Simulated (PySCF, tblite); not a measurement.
# C4H9ClF2Si: geometry, infrared bands and NMR shifts

Aim: predict the infrared bands and NMR shifts of C4H9ClF2Si (`CC[C@](F)(CCl)[SiH2]F`).

Programs: tblite 0.8.0 and PySCF 2.14.0, with density-fitted response routines of our own. Each step states its level of theory. These are calculated values for one molecule in the gas phase, unless marked as measured. Atoms are numbered from 0 throughout.

### Step 1. The starting structure

17 atoms, charge 0, multiplicity 1; geometry from: force field or distance geometry start.

Bonds of the start (Å): C0–C1 1.50, C1–C2 1.52, C2–F3 1.37, C2–C4 1.51, C4–Cl5 1.77, C2–Si6 1.87, Si6–F7 1.66, C0–H8 1.13, C0–H9 1.13, C0–H10 1.10, C1–H11 1.11, C1–H12 1.11, C4–H13 1.10, C4–H14 1.10, Si6–H15 1.47, Si6–H16 1.46.

### Step 2. Relaxing the molecule with GFN2-xTB

Job settings and geometry (Å):

```
{"job": {"kind": "relax", "xc": "GFN2-xTB", "basis": "xTB"}, "charge": 0, "multiplicity": 1}
C     -2.059000    -0.094200     0.075200
C     -0.765000    -0.556900    -0.521900
C      0.360200    -0.146200     0.419400
F      0.191000    -0.690200     1.665800
C      0.381000     1.363800     0.440000
Cl     1.675100     1.907500     1.513700
Si     1.939500    -0.744000    -0.390100
F      2.223400     0.097600    -1.795500
H     -2.043600    -0.274300     1.190000
H     -2.903000    -0.693100    -0.387100
H     -2.192500     0.976700    -0.147300
H     -0.634600    -0.143600    -1.542000
H     -0.820600    -1.660100    -0.631600
H     -0.573700     1.769100     0.819600
H      0.480400     1.728100    -0.597200
H      3.027300    -0.676700     0.591600
H      1.707100    -2.151500    -0.712700
```

On the command line:

```sh
$ OMP_NUM_THREADS=1 python probes_run.py task.json out
```

The driver reads the jobs from task.json and runs them one after another.

**Question.** This job is followed by: GFN2-xTB harmonic vibrations, gas phase; GIAO PBE0/pcSseg-1 NMR shielding, non-relativistic, gas phase. Predict these results of the whole session: strongest single infrared mode (GFN2-xTB); zero-point energy (GFN2-xTB); 13C shifts against TMS (PBE0/pcSseg-1); 1H shifts against TMS (PBE0/pcSseg-1, means over atoms taken as alike); 19F shifts against CFCl3 (PBE0/pcSseg-1); 35Cl shifts against HCl (PBE0/pcSseg-1); 29Si shifts against TMS (PBE0/pcSseg-1).

The runs gave:

| quantity | value |
| --- | --- |
| strongest single infrared mode (GFN2-xTB) | 2342 cm⁻¹, 345 km/mol |
| zero-point energy (GFN2-xTB) | 76.7 kcal/mol |
| 13C shifts against TMS (PBE0/pcSseg-1) | 100.1, 56.3, 33.7, 7.3 ppm |
| 1H shifts against TMS (PBE0/pcSseg-1, means over atoms taken as alike) | 5.62, 4.73, 4.20, 3.78, 2.08, 1.69, 1.07 ppm |
| 19F shifts against CFCl3 (PBE0/pcSseg-1) | -229.1, -233.4 ppm |
| 35Cl shifts against HCl (PBE0/pcSseg-1) | 94 ppm |
| 29Si shifts against TMS (PBE0/pcSseg-1) | -1.4 ppm |

The optimisation took 67 steps and gained 0.570 eV; among the close pairs (by a distance rule), C2–Si6 changed most, from 1.873 to 1.934 Å. No mode is imaginary among the 45: a minimum at this level. The strongest single mode, at 2342 cm⁻¹, moves mainly H16. Unscaled tight-binding wavenumbers are off by several per cent, some by more. Its intensities can rank the bands wrongly. At PBE0/pcSseg-1: The largest span, 345 ppm, is at Cl5, where the paramagnetic term is -290 ppm.
